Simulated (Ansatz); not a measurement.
# Cl3GeH: the cost of one run

All numbers below are computed with Ansatz 0.2.0 (RKS PBE/def2-SVP).

## (1) The structure to begin with

Bond lengths: Ge1–Cl2 2.220 Å, Ge1–Cl3 2.220 Å, Ge1–H4 1.549 Å, Ge1–Cl5 2.218 Å. Angles: Cl2–Ge1–Cl3 109.5°, Cl2–Ge1–H4 109.5°, Cl2–Ge1–Cl5 109.5°, Cl3–Ge1–H4 109.5°, Cl3–Ge1–Cl5 109.5°, H4–Ge1–Cl5 109.5°.

Structure file:

```xyz
5

Ge    0.0000    0.0000    0.0000
Cl    0.0000    0.0000    2.2200
Cl    2.0935    0.0000   -0.7393
H    -0.7300    1.2648   -0.5162
Cl   -1.0456   -1.8115   -0.7393
```

## (2) Preparing the start

input.yaml

```yaml
crystal:
  periodic: [false, false, false]
  atoms:
    - { symbol: Ge, position_ang: [0.0, 0.0, 0.0] }
    - { symbol: Cl, position_ang: [0.0, 0.0, 2.22] }
    - { symbol: Cl, position_ang: [2.0935, 0.0, -0.7393] }
    - { symbol: H, position_ang: [-0.73, 1.2648, -0.5162] }
    - { symbol: Cl, position_ang: [-1.0456, -1.8115, -0.7393] }
basis:
  gaussian: { orbitals: def2-SVP }
hamiltonian:
  xc: pbe
relax:
  f_tol: 0.02
  max_steps: 40
output:
  orbitals: {}
```

On the command line:

```console
> ansatz run input.yaml --threads 1 --pin off --max-ram 2048MiB --backend cpu --events-out ev --progress --plain --runs-dir out
```

Q: Estimate wall time and peak memory on 1 thread of Arm Neoverse V2, shared host.

About 11 s, with a peak of 0.13 GiB.
